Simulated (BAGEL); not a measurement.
# A workflow on C2HF5 (pentafluoroethane)

We compute a single-point energy (HF/6-31G*), then the energy (NEVPT2(2,2)/6-31G*) of C2HF5 (pentafluoroethane). 

The results are computed with BAGEL 1.2.2.

### Step 1. The system as given

C2HF5 has 8 atoms, charge 0, and is taken as a singlet. SMILES: `FC(F)C(F)(F)F`. The C2–C4 distance was set to 4.297 Å, away from the relaxed value. At this shape a bond of the SMILES string is far longer than usual.

Bond lengths: F1–C2 1.342 Å, C2–F3 1.342 Å, C4–F5 1.331 Å, C4–F6 1.325 Å, C4–F7 1.331 Å, C2–H8 1.094 Å. Angles: F1–C2–F3 109.0°, F5–C4–F6 108.8°, F5–C4–F7 108.5°, F6–C4–F7 108.8°, F1–C2–H8 109.7°, F3–C2–H8 109.7°.

### Step 2. A single-point energy at HF/6-31G(d) (density fitting with svp-jkfit, spherical functions) (run 1)

Contents of calc.json:

```json
{ "bagel" : [

{
  "title" : "molecule",
  "basis" : "6-31gs.json",
  "df_basis" : "svp-jkfit",
  "angstrom" : false,
  "geometry" : [
    { "atom" : "F", "xyz" : [     3.31972346,    -5.73084203,     4.28375968 ] },
    { "atom" : "C", "xyz" : [     1.58697688,    -6.02694321,     2.45584650 ] },
    { "atom" : "F", "xyz" : [    -0.49595484,    -7.07328457,     3.45485021 ] },
    { "atom" : "C", "xyz" : [    -0.31734171,     1.25957805,    -0.57910657 ] },
    { "atom" : "F", "xyz" : [     1.73516542,     2.31979000,    -1.57467099 ] },
    { "atom" : "F", "xyz" : [    -1.23616434,     2.77791630,     1.18680470 ] },
    { "atom" : "F", "xyz" : [    -2.03687910,     0.99195504,    -2.39560581 ] },
    { "atom" : "H", "xyz" : [     2.34127996,    -7.25496284,     0.97231700 ] }
  ]
},

{ "title" : "hf" },

{ "title" : "print", "file" : "orbitals.molden", "orbitals" : true }

]}
```

The basis set 6-31G* is read from a file made from the Basis Set Exchange's data (not shown).

On the command line:

```console
$ BAGEL_NUM_THREADS=1 BAGEL calc.json > calc.out
```

Log:

```text
* using 1 threads per process

  ===============================================================
  ===============================================================

  *** Geometry ***

  { "atom" : "F", "xyz" : [      3.319723,     -5.730842,      4.283760 ] },
  { "atom" : "C", "xyz" : [      1.586977,     -6.026943,      2.455846 ] },
  { "atom" : "F", "xyz" : [     -0.495955,     -7.073285,      3.454850 ] },
  { "atom" : "C", "xyz" : [     -0.317342,      1.259578,     -0.579107 ] },
  { "atom" : "F", "xyz" : [      1.735165,      2.319790,     -1.574671 ] },
  { "atom" : "F", "xyz" : [     -1.236164,      2.777916,      1.186805 ] },
  { "atom" : "F", "xyz" : [     -2.036879,      0.991955,     -2.395606 ] },
  { "atom" : "H", "xyz" : [      2.341280,     -7.254963,      0.972317 ] },

  Number of auxiliary basis functions:      553

  Since a DF basis is specified, we compute 2- and 3-index integrals:
    o Being stored without compression. Storage requirement is 0.044 GB

  Number of basis functions:      100
  Number of electrons      :       58

    * METHOD: MOLECULE                             0.32

  *** RHF ***

  === Nuclear Repulsion ===
   277.6877484928

      * DIIS with orbital gradients will be used.

  === RHF iteration (6-31gs.json) ===
      0       -572.64078589          0.02441526           0.15
      1       -572.47665108          0.02667834           0.14
      2       -573.00880287          0.01057906           0.14
      3       -573.11833608          0.00737360           0.14
      4       -573.16839317          0.00193585           0.14
      5       -573.17161867          0.00063752           0.14
      6       -573.17198137          0.00014557           0.14
      7       -573.17199432          0.00007535           0.14
      8       -573.17199956          0.00001324           0.14
      9       -573.17199970          0.00000351           0.14
     10       -573.17199972          0.00000135           0.14
     11       -573.17199972          0.00000034           0.14
     12       -573.17199972          0.00000009           0.15
     13       -573.17199972          0.00000004           0.15
     14       -573.17199972          0.00000003           0.14
     15       -573.17199972          0.00000001           0.15
    * SCF iteration converged.

    * Permanent dipole moment:
           (   -0.457008,     1.268290,     0.049457) a.u.

    * METHOD: HF                                   2.55

    * METHOD: PRINT                                0.01

  ===============================================================
```

Run time: 3.3 s. Hardware: 1 thread of Arm Neoverse V2, shared host; peak memory 0.16 GiB.

### Step 3. The energy at NEVPT2(2,2)/6-31G(d) (density fitting with svp-jkfit, spherical functions) (run 2)

calc.json, as its differences from that of step 2:

```diff
@@ -6,3 +6,3 @@
   "df_basis" : "svp-jkfit",
-  "angstrom" : false,
+  "angstrom" : "false",
   "geometry" : [
@@ -21,3 +21,7 @@
 
-{ "title" : "print", "file" : "orbitals.molden", "orbitals" : true }
+{ "title" : "casscf", "nstate" : 1, "nact" : 2, "nclosed" : 28, "active" : [29, 30], "maxiter" : 200, "natocc" : "true" },
+
+{ "title" : "nevpt2", "nstate" : 1, "nact" : 2, "nclosed" : 28, "active" : [29, 30], "maxiter" : 200, "natocc" : "true", "ncore" : 7 },
+
+{ "title" : "print", "file" : "orbitals.molden", "orbitals" : "true" }
```

The basis set 6-31G* is read from a file made from the Basis Set Exchange's data (not shown).

On the command line:

```console
$ BAGEL_NUM_THREADS=1 BAGEL calc.json > calc.out
```

Log:

```text
* using 1 threads per process

  ===============================================================
  ===============================================================

  *** Geometry ***

  { "atom" : "F", "xyz" : [      3.319723,     -5.730842,      4.283760 ] },
  { "atom" : "C", "xyz" : [      1.586977,     -6.026943,      2.455846 ] },
  { "atom" : "F", "xyz" : [     -0.495955,     -7.073285,      3.454850 ] },
[... 4 lines of this table left out ...]
  { "atom" : "H", "xyz" : [      2.341280,     -7.254963,      0.972317 ] },

  Number of auxiliary basis functions:      553

  Since a DF basis is specified, we compute 2- and 3-index integrals:
    o Being stored without compression. Storage requirement is 0.044 GB

  Number of basis functions:      100
  Number of electrons      :       58

    * METHOD: MOLECULE                             0.33

  *** RHF ***

[... 11 lines left out ...]
    * SCF iteration converged.
[... 1 line left out ...]
    * Permanent dipole moment:
[... 27 lines left out ...]
    * Second-order optimization converged. *

     guess   0:   closed 1.                   open ..

  === FCI iteration ===

      0  0      -573.14342013     1.23e-01      0.00
      1  0      -573.37238826     1.78e-02      0.00
      2  0 *    -573.37503450     4.75e-16      0.00

     * ci vector, state   0, <S^2> = 0.0000
       2.     0.7259892344
       .2    -0.6877060648

    * METHOD: CASSCF                               4.74

    * freezing 7 orbitals

  === DF-NEVPT2 calculation ===

    * 3-index integral transformation done
    * assembly done

      NEVPT2 correlation energy:   -1.0567040690      0.42

          (+0)     -0.9408405486
          (+0)'    -0.0092346151
          (+1)     -0.0480668424
          (+1)'    -0.0000000000
          (+2)     -0.0000079756
          (-1)     -0.0585398403
          (-1)'     0.0000000000
          (-2)     -0.0000142468

      NEVPT2 total energy:       -574.4317385737

    * METHOD: NEVPT2                               0.70

    * METHOD: PRINT                                0.01

  ===============================================================
```

Wall time 8.7 s (1 thread of Arm Neoverse V2, shared host); peak memory 0.17 GiB.

### Step 4. Results

```
                               quantity          value
         run 1, HF/6-31G*: total energy  -573.17200 Eh
        run 1, HF/6-31G*: dipole moment         3.43 D
          run 1, HF/6-31G*: HOMO energy       -7.12 eV
          run 1, HF/6-31G*: LUMO energy       -2.83 eV
        run 1, HF/6-31G*: HOMO–LUMO gap        4.29 eV
run 2, NEVPT2(2,2)/6-31G*: total energy  -574.43174 Eh
```

One bond (run 1, HF/6-31G*) is far stretched, which a spin-restricted single reference describes badly; a broken-symmetry solution may lie lower.
